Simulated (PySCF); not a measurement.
# CH6Ge: the cost of one run

Computed with PySCF 2.14.0. Level: levels as typed in each script, gas phase, geometry from GFN2-xTB.

**1. Where the work starts**

8 atoms, charge 0, spin multiplicity 1.

Bond lengths: C1–Ge2 1.959 Å, C1–H3 1.087 Å, C1–H4 1.087 Å, C1–H5 1.087 Å, Ge2–H6 1.494 Å, Ge2–H7 1.494 Å, Ge2–H8 1.494 Å. Angles: Ge2–C1–H3 110.8°, Ge2–C1–H4 110.8°, Ge2–C1–H5 110.8°, H3–C1–H4 108.1°, H3–C1–H5 108.2°, H4–C1–H5 108.1°, C1–Ge2–H6 111.4°, C1–Ge2–H7 111.4°, C1–Ge2–H8 111.5°, H6–Ge2–H7 107.5°, H6–Ge2–H8 107.2°, H7–Ge2–H8 107.6°.

Coordinates:

| atom | x (Å) | y (Å) | z (Å) |
| --- | --- | --- | --- |
| C1 | -1.5689 | 0.0002 | 0.0000 |
| Ge2 | 0.3897 | -0.0001 | -0.0001 |
| H3 | -1.9547 | -0.5836 | 0.8320 |
| H4 | -1.9546 | -0.4284 | -0.9220 |
| H5 | -1.9543 | 1.0130 | 0.0894 |
| H6 | 0.9345 | 0.5884 | 1.2607 |
| H7 | 0.9341 | -1.3865 | -0.1207 |
| H8 | 0.9378 | 0.8007 | -1.1355 |

**2. Excited states (B3LYP/def2-tzvp)**

input.py reads:

```python
import numpy as np
from pyscf import gto, scf, dft, tdscf
from pyscf.scf import atom_ks, atom_hf
from scipy.linalg import block_diag

def solve(mol, dm0=None, hcore=None):
    mf = (dft.UKS if mol.spin else dft.RKS)(mol, xc='b3lyp')
    mf.grids.level = 3
    mf = mf.density_fit(auxbasis='def2-universal-jkfit')
    mf.conv_tol, mf.max_cycle = 1e-8, 80
    if hcore is not None:
        mf.get_hcore = lambda *args: hcore
    mf.kernel(dm0)
    if not mf.converged:
        mf = mf.newton().run(mf.mo_coeff, mf.mo_occ, max_cycle=30)
    assert mf.converged, 'SCF not converged'
    return mf

mol = gto.M(atom='''
C     -1.56891     0.00021     0.00001
Ge     0.38971    -0.00015    -0.00012
H     -1.95468    -0.58361     0.83197
H     -1.95459    -0.42837    -0.92203
H     -1.95432     1.01302     0.08941
H      0.93445     0.58841     1.26066
H      0.93409    -1.38646    -0.12071
H      0.93780     0.80068    -1.13547
''', basis='def2-tzvp', charge=0, spin=0, verbose=4)
mf = solve(mol)
td = mf.TDA()
td.nstates, td.singlet, td.conv_tol = 5, True, 1e-5
td.kernel()
td.analyze()
x, y = np.array([p[0] for p in td.xy]), np.array([p[1] + 0 * p[0] for p in td.xy])
f, mu = td.oscillator_strength(), td.transition_dipole()
nto = [td.get_nto(state=i + 1, verbose=4) for i in range(len(td.e))]
# spherically averaged free atoms, for the promolecule
atm = atom_ks.get_atm_nrks(mol, xc='b3lyp')
pro = block_diag(*[(atm[a[0]][2] * atm[a[0]][3]) @ atm[a[0]][2].T for a in mol._atom])
np.savez('result.npz', e=td.e, f=f, ok=td.converged, w=[n[0] for n in nto], nto=[n[1] for n in nto], x=x, y=y, c=mf.mo_coeff, occ=mf.mo_occ, eps=mf.mo_energy, pro=pro, mu=mu)
```

Started as:

```bash
$ OMP_NUM_THREADS=1 python input.py
```

**Question.** How long does this run take on 1 thread of Intel Xeon 6975P-C (Granite Rapids), shared host, and how much memory does it need?

About 51 s, with a peak of 0.6 GiB.
